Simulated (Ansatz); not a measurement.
# SiF3 (doublet): wave-function methods side by side, cc-pVDZ

An exercise on one series of results from a longer session: the logs are not shown, and one member is left open.

Computed with Ansatz 0.2.0, Gaussian basis. Level: cc-pVDZ, core rule «outside noble gas», up to 8 orbitals frozen.

Plan: UHF; CCSD(T) on ROHF; CCSD(T) on UHF; BCCD(T) on ROHF; CISD; CCSDT(Q) on ROHF; CCSDT(Q) on UHF.

10 further runs of the same task are left out: 5 for a known fault of the program, 1 that didn't finish, 4 set aside as unsound or not needed.

### The geometry

The geometry is a PBE0/def2-TZVP stationary point (not a proven minimum).

4 atoms, charge 0, spin multiplicity 2.

Atoms are counted from 1 here; the program's logs count them from 0.

Bond lengths: Si1–F2 1.581 Å, Si1–F3 1.581 Å, Si1–F4 1.581 Å. Angles: F2–Si1–F3 107.9°, F2–Si1–F4 107.9°, F3–Si1–F4 107.9°.

Set-up of the first run:

in.yaml

```yaml
crystal:
  periodic: [false, false, false]
  atoms:
    - {symbol: Si, position_ang: [0.001118, -0.000463, -0.379139]}
    - {symbol: F, position_ang: [1.475722, 0.012276, 0.191165]}
    - {symbol: F, position_ang: [-0.749117, 1.272698, 0.183069]}
    - {symbol: F, position_ang: [-0.728258, -1.284291, 0.186250]}
basis:
  gaussian: {orbitals: cc-pVDZ}
magnetization: {spin_polarized: true, initial_magnetization: 1}
hamiltonian: {xc: hf}
output: {orbitals: {seedname: orbitals}}
```

Run with:

```console
$ ansatz run in.yaml --threads 1 --pin off --events-out ev --progress --plain --max-ram 4096MiB --backend cpu
```

Among the steps run: UHF; CCSD(T) on ROHF; CCSD(T) on UHF; BCCD(T) on ROHF; CISD; CCSDT(Q) on ROHF; CCSDT(Q) on UHF.

One table of the session follows, with a row left open; its other results are not shown here.

| method | from UCCSDT(Q) (meV) |
| --- | --- |
| ROHF | +17713.3 |
| UHF | +17687.9 |
| RMP2 | +489.9 |
| UMP2 | +485.2 |
| CISD | +2127.8 |
| RCCSD | +332.8 |
| UCCSD | +332.2 |
| RCCSD(T) | +56.1 |
| UCCSD(T) | +55.6 |
| BCCD(T) | +47.4 |
| RCCSDT | ? |
| UCCSDT | +41.0 |
| RCCSDT(Q) | +4.1 |
| UCCSDT(Q) | 0 |

Estimate the missing values for RCCSDT.

**Answer.** from UCCSDT(Q) (meV): +41.3. In the column «from UCCSDT(Q) (meV)» it lies between UCCSDT (+41.0) and BCCD(T) (+47.4).

To keep in mind: Restricted and unrestricted rows rest on different reference determinants; where their highest levels disagree by more than a few hundredths of an eV, they describe different states and don't form one ladder.
